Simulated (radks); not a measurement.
# Co¹⁵⁺ in [Ne] 3s2: an all-electron calculation

Wanted: eigenvalues, radial structure and energy terms of the cobalt ion Co15+.

The numbers are computed with radks (a radial shooting solver on a logarithmic mesh, Libxc functionals) version 1 (scalar-relativistic Kohn-Sham, LDA (Slater exchange, Perdew-Wang correlation), spin-polarised, spherical densities, point nucleus), except any that are marked as measured or tabulated.

## Step 1: What is computed

| Property | Result |
| --- | --- |
| element | cobalt (Z = 27) |
| charge | +15 |
| electrons | 12 |
| configuration | [Ne] 3s2 |

Outer shells as boxes (Hund's rule):

Co¹⁵⁺
```
[Ne] core
3s [↑↓]
```

## Step 2: Self-consistent calculation

Settings of this run:

```text
Z 27
configuration [Ne] 3s2
relativity scalar-relativistic
functional lda,pw
spin polarised
nucleus point
c 137.035999084
```

What does the calculation give?

The runs gave:

```
                        quantity                    value
                    total energy      -1283.71417 hartree
exchange-correlation share of it                   3.29 %
                            −T/E                   1.0139
          highest occupied level           3s, -496.28 eV
    most extended occupied level  3s up, <r> = 0.648 bohr
 radius at density 0.001 e/bohr³                1.48 bohr
    maxima of the radial density                        2
         ionisation energy, NIST     512.0 (semi-emp.) eV
```

The radial density shows 2 maxima for 3 occupied principal shells; where shells overlap, one shows as a shoulder or not at all. Relativity lifts −T/E to 1.014. The top level binds by 496.28 eV, 97 % of the NIST ionisation energy of 512.0 eV. 
